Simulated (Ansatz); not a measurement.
# ClFH₃N₂Ta: basis-set convergence

One table from this session's results is given with a row withheld; the runs are named, their logs left out.

Method: one geometry, several basis sets; program: Ansatz 0.2.0, Gaussian basis.

The runs, in order: PBE0-D4/def2-SVP; ωB97M-V/def2-SVP; PBE0-D4/def2-QZVPP; ωB97M-V/def2-QZVPP; the functionals' def2-TZVPP values are taken from earlier runs.

## The relaxed structure

The geometry comes from an earlier relaxation with PBE0-D4 in a triple-zeta def2 set; it is a stationary point, not always the lowest conformer. Ta takes the def2 core potential; no spin-orbit term is included.

SMILES `[NH]=[Ta]([NH2])([F])[Cl]`, 8 atoms, charge 0, spin multiplicity 1.

Atoms are counted from 1 here; the program's logs count them from 0.

Bond lengths: N1–Ta2 1.757 Å, N1–H6 1.006 Å, Ta2–N3 1.960 Å, Ta2–F4 1.887 Å, Ta2–Cl5 2.320 Å, N3–H7 1.008 Å, N3–H8 1.012 Å. Angles: Ta2–N1–H6 173.0°, N1–Ta2–N3 103.3°, N1–Ta2–F4 111.2°, N1–Ta2–Cl5 110.9°, N3–Ta2–F4 110.1°, N3–Ta2–Cl5 110.6°, F4–Ta2–Cl5 110.5°, Ta2–N3–H7 126.2°, Ta2–N3–H8 123.1°, H7–N3–H8 110.7°.

Set-up of the first run:

The input, in.yaml:

```yaml
crystal:
  periodic: [false, false, false]
  atoms:
    - {symbol: N, position_ang: [-0.772008, 1.350911, 0.649178]}
    - {symbol: Ta, position_ang: [-0.332112, 0.116711, -0.520994]}
    - {symbol: N, position_ang: [0.900027, -1.033108, 0.478721]}
    - {symbol: F, position_ang: [-1.842426, -0.871718, -1.070018]}
    - {symbol: Cl, position_ang: [0.734620, 1.057147, -2.353946]}
    - {symbol: H, position_ang: [-1.114817, 2.087279, 1.243024]}
    - {symbol: H, position_ang: [1.194524, -0.901675, 1.433345]}
    - {symbol: H, position_ang: [1.324391, -1.862746, 0.084892]}
basis:
  gaussian: {orbitals: def2-SVP}
hamiltonian: {xc: pbe0, dispersion: d4}
output: {orbitals: {seedname: orbitals}}
```

The run is started by

```
> ansatz run in.yaml --threads 4 --pin off --events-out ev --progress --plain --max-ram 10444MiB
```

Steps of the session up to this table: PBE0-D4 in def2-SVP; ωB97M-V in def2-SVP; PBE0-D4 in def2-QZVPP; ωB97M-V in def2-QZVPP.

One of the session's tables, all rows but one given; the rest of the session is left out.

It belongs to the step «Functionals by basis». 

| functional | basis | HOMO (eV) |
| --- | --- | --- |
| PBE0-D4 | def2-SVP | -8.03 |
| PBE0-D4 | def2-TZVPP | -8.06 |
| PBE0-D4 | def2-QZVPP | -8.10 |
| ωB97M-V | def2-SVP | -10.29 |
| ωB97M-V | def2-TZVPP | ? |
| ωB97M-V | def2-QZVPP | -10.39 |

Q: Estimate the row for ωB97M-V, def2-TZVPP from the others.

**Answer.** HOMO (eV): -10.34. In the column «HOMO (eV)» it lies between ωB97M-V, def2-QZVPP (-10.39) and ωB97M-V, def2-SVP (-10.29).
